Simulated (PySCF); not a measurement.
# BeSi: from the state search to spectroscopic constants

What are the lowest state that PBE0 finds, the bond length, vibrational wavenumber and bond energy of BeSi, and how much do these hang on the method?

Computed with PySCF 2.14.0. Level: Be def2-SVPD, Si def2-SVPD, no relativity.

## Step 1: Set-up

Settings of the job:

```yaml
atoms: Be, Si
charge: 0
basis: Be def2-SVPD, Si def2-SVPD
Hamiltonian: no relativity
basis_functions: 36
electrons_treated: 18
masses_in_u: 9.0122, 27.9769
levels: PBE0, PBE, r²SCAN, TPSS, LDA, PBEsol, HF, MP2, SCS-MP2, CCSD, CCSD(T)
grid: 80 radial by 434 angular points
occupations: held fixed by the projection of orbital angular momentum
dissociation_limit: Be + Si, each in its ground configuration
starting_distance_in_angstrom: 2.075
values_of_2S_to_try: 0, 2
```

Further steps of the session: PBE0 along the bond; Excited determinants; PBE (GGA); r²SCAN (meta-GGA); TPSS (meta-GGA); LDA (local density); PBEsol; UHF (mean field); MP2 and coupled cluster.

What does the calculation give? Wanted: for each run, Re; ωe; De; μ.

The runs gave:

Lowest PBE0 solution found, without spin–orbit coupling: ³Σ⁻ (triplet), unpaired electrons π ↑↑. The other levels ran on it alone.

| level | Re (Å) | ωe (cm⁻¹) | De (eV) | μ (D) |
| --- | --- | --- | --- | --- |
| UHF | 2.163 | 460 | 0.477 | -3.21 |
| UHF-MP2 | 2.133 | 617 | 1.10 | n/a |
| UHF-SCS-MP2 | 2.143 | 572 | 0.89 | n/a |
| UHF-CCSD | 2.195 | 472 | 0.74 | n/a |
| UHF-CCSD(T) | 2.183 | 513 | 0.92 | n/a |
| LDA | 2.104 | 609 | 2.20 | -1.90 |
| PBE | 2.125 | 582 | 1.86 | -1.84 |
| PBEsol | 2.121 | 590 | 2.01 | -1.90 |
| TPSS | 2.117 | 604 | 1.73 | -2.08 |
| r²SCAN | 2.105 | 616 | 1.85 | -2.09 |

De is counted to Be + Si in their ground configurations. A positive dipole means Be(−)Si(+). No constants: PBE0 (the points don't follow one smooth fit). ⟨S²⟩ is off the pure value of 2.00 by over a tenth at r²SCAN 2.22.

Bond lengths run from 2.104 Å (LDA) to 2.195 Å (UHF-CCSD). Of the levels with a De here, UHF gives the least (0.477 eV) and LDA the most (2.20 eV).

Correlated steps freeze 5 core orbitals. T1 is 0.042 near the minimum (highest on the curve 0.051), which may point to more than one leading configuration.
